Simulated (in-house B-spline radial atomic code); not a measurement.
# Cd⁵⁺: excited configurations

Wanted: excitation energies of Cd⁵⁺ as differences of total energies (ΔSCF).

Method: Dirac-Hartree-Fock, average of configuration, Fermi nucleus, basis-set limit. Code: in-house B-spline radial atomic code version 1.

## Step 1: The atom as given

- element: cadmium (Z = 48)
- charge: +5
- electrons: 43
- configuration: [Kr] 4d7
- Hamiltonian: Dirac-Coulomb
- nucleus: Fermi, rms radius 4.609 fm

The outer shells:

[Kr] 4d7
```
[Kr] core
4d [↑↓][↑↓][↑ ][↑ ][↑ ]
```

The boxes draw the filling by Hund's rule, which heavy ions in jj coupling don't follow; these runs average over all states of the configuration.

Settings of the run:

```ini
Z = 48
electrons = 43.0
configuration = [Kr] 4d7
hamiltonian = dirac
method = hf
spin_polarised = False
nucleus = fermi
rms_radius = 4.6087
mass_number = 114
atomic_mass = 113.903364998
speed_of_light = 137.035999084
```

The reference is known from an earlier run: -5586.663367 hartree in all. Up to eight levels, counted from the top:

| orbital | occupation | energy (eV) | <r> (bohr) |
| --- | --- | --- | --- |
| 3p3/2 | 4 | -719.52 | 0.3585 |
| 3d3/2 | 4 | -511.41 | 0.3316 |
| 3d5/2 | 6 | -504.28 | 0.3350 |
| 4s1/2 | 2 | -201.34 | 0.8701 |
| 4p1/2 | 2 | -159.93 | 0.9198 |
| 4p3/2 | 4 | -153.53 | 0.9445 |
| 4d3/2 | 2.8 | -90.091 | 1.106 |
| 4d5/2 | 4.2 | -89.187 | 1.116 |

## Step 2: Run with [Ar] 3d9 4s2 4p6 4d7 8p1

Settings of the run:

```ini
Z = 48
electrons = 43.0
configuration = [Ar] 3d9 4s2 4p6 4d7 8p1
hamiltonian = dirac
method = hf
spin_polarised = False
nucleus = fermi
rms_radius = 4.6087
mass_number = 114
atomic_mass = 113.903364998
speed_of_light = 137.035999084
```

## Step 3: Configuration [Ar] 3d9 4s2 4p6 4d7 6g1

The settings differ from step 2 so:

```diff
@@ -2,3 +2,3 @@
 electrons = 43.0
-configuration = [Ar] 3d9 4s2 4p6 4d7 8p1
+configuration = [Ar] 3d9 4s2 4p6 4d7 6g1
 hamiltonian = dirac
```

## Step 4: [Ar] 3d10 4s2 4p5 4d7 8g1

The settings differ from step 3 so:

```diff
@@ -2,3 +2,3 @@
 electrons = 43.0
-configuration = [Ar] 3d9 4s2 4p6 4d7 6g1
+configuration = [Ar] 3d10 4s2 4p5 4d7 8g1
 hamiltonian = dirac
```

## Step 5: Run with [Kr] 4d6 8d1

The settings differ from step 4 so:

```diff
@@ -2,3 +2,3 @@
 electrons = 43.0
-configuration = [Ar] 3d10 4s2 4p5 4d7 8g1
+configuration = [Kr] 4d6 8d1
 hamiltonian = dirac
```

## Step 6: Run with [Ar] 3d9 4s2 4p6 4d7 6p1

The settings differ from step 5 so:

```diff
@@ -2,3 +2,3 @@
 electrons = 43.0
-configuration = [Kr] 4d6 8d1
+configuration = [Ar] 3d9 4s2 4p6 4d7 6p1
 hamiltonian = dirac
```

## Step 7: Configuration [Ar] 3d10 4s2 4p5 4d7 6g1

The settings differ from step 6 so:

```diff
@@ -2,3 +2,3 @@
 electrons = 43.0
-configuration = [Ar] 3d9 4s2 4p6 4d7 6p1
+configuration = [Ar] 3d10 4s2 4p5 4d7 6g1
 hamiltonian = dirac
```

## Step 8: Run with [Ar] 3d9 4s2 4p6 4d7 7s1

The settings differ from step 7 so:

```diff
@@ -2,3 +2,3 @@
 electrons = 43.0
-configuration = [Ar] 3d10 4s2 4p5 4d7 6g1
+configuration = [Ar] 3d9 4s2 4p6 4d7 7s1
 hamiltonian = dirac
```

## Step 9: Run with [Ar] 3d9 4s2 4p6 4d7 5s1

The settings differ from step 8 so:

```diff
@@ -2,3 +2,3 @@
 electrons = 43.0
-configuration = [Ar] 3d9 4s2 4p6 4d7 7s1
+configuration = [Ar] 3d9 4s2 4p6 4d7 5s1
 hamiltonian = dirac
```

Q: How far above the reference does each configuration lie (order and size, in eV)?

As calculated:

| net move | configuration | energy above the reference (eV) | with Breit, QED, recoil (eV) | largest <r> (bohr) |
| --- | --- | --- | --- | --- |
| 4d → 8d | [Kr] 4d6 8d1 | 77.170 | 77.180 | 10.7 |
| 4p → 6g | [Ar] 3d10 4s2 4p5 4d7 6g1 | 140.02 | 139.90 | 7.27 |
| 4p → 8g | [Ar] 3d10 4s2 4p5 4d7 8g1 | 146.00 | 145.87 | 14.2 |
| 3d → 5s | [Ar] 3d9 4s2 4p6 4d7 5s1 | 431.00 | 430.88 | 2.00 |
| 3d → 6p | [Ar] 3d9 4s2 4p6 4d7 6p1 | 465.37 | 465.21 | 4.10 |
| 3d → 7s | [Ar] 3d9 4s2 4p6 4d7 7s1 | 473.77 | 473.61 | 5.89 |
| 3d → 6g | [Ar] 3d9 4s2 4p6 4d7 6g1 | 481.09 | 480.92 | 7.27 |
| 3d → 8p | [Ar] 3d9 4s2 4p6 4d7 8p1 | 481.63 | 481.46 | 9.25 |

Quantum defects of the promoted electron, δ = n − ζ/√(−2ε) with ζ = 6 and ε its orbital energy in hartree:

| promotion | δ |
| --- | --- |
| 4d → 8d | 1.335 |
| 4p → 6g | 0.013 |
| 4p → 8g | 0.019 |
| 3d → 5s | 2.231 |
| 3d → 6p | 1.918 |
| 3d → 7s | 2.169 |
| 3d → 6g | 0.012 |
| 3d → 8p | 1.891 |

At the bottom stands 4d → 8d (77.170 eV), at the top 3d → 8p (481.63 eV). 7 of them lie more than 2 % above the ionisation threshold that Koopmans' theorem gives (89.187 eV), where such states can decay by emitting an electron. Of those tabulated, the defect is largest for 5s (2.23) and least for 6g (0.01): low angular momentum penetrates the core, high angular momentum stays outside it. Two partly filled shells share a symmetry and can mix in the average, which may lower the energy, for: 4d → 8d; 3d → 5s; 3d → 6p; 3d → 7s; 3d → 6g; 3d → 8p. These are averages over configurations, without correlation, not spectroscopic levels.
